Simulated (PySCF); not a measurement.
# C2H7ClSi2: the cost of one run

Programs: PySCF 2.14.0, with density-fitted response routines of our own. Each step states its level of theory. These are calculated values for one molecule in the gas phase, unless marked as measured. Atoms are numbered from 0 throughout.

### Step 1. The molecule as given

12 atoms, charge 0, multiplicity 1; geometry from: GFN2-xTB. The atoms were then displaced at random by about 0.01 Å, so the start is not that level's minimum.

Bonds of the start (Å): Si0–C1 1.91, C1–C2 1.34, C2–Si3 1.86, C2–Cl4 1.74, Si0–H5 1.45, Si0–H6 1.45, Si0–H7 1.47, C1–H8 1.09, Si3–H9 1.47, Si3–H10 1.50, Si3–H11 1.45.

### Step 2. Optimising the geometry at PBE0-D3(BJ)/def2-SVP

What the job is given:

```
{"job": {"xc": "PBE0", "basis": "def2-SVP", "d3": "d3bj", "grid": 1, "shake": 0.01, "kind": "geom"}, "charge": 0, "multiplicity": 1}
Si     1.905800    -0.425430     0.020640
C      0.644900     1.012930    -0.070780
C     -0.688770     0.889820    -0.065540
Si    -1.743010    -0.634720     0.045410
Cl    -1.663250     2.329880    -0.168150
H      1.724840    -1.275010    -1.145710
H      1.712780    -1.163620     1.253880
H      3.240230     0.199510    -0.003610
H      1.069750     2.020490    -0.117890
H     -2.552790    -0.702440    -1.181410
H     -2.670520    -0.450870     1.206770
H     -0.940260    -1.828810     0.217350
```

Started as:

```
$ OMP_NUM_THREADS=1 python probes_run.py task.json out
```

One launch serves the whole session: the jobs run in the order shown.

**Question.** How long does this first job take on 1 thread of Arm Neoverse V1, shared host, and how much memory does it need?

About 35 s, with a peak of 0.49 GiB.
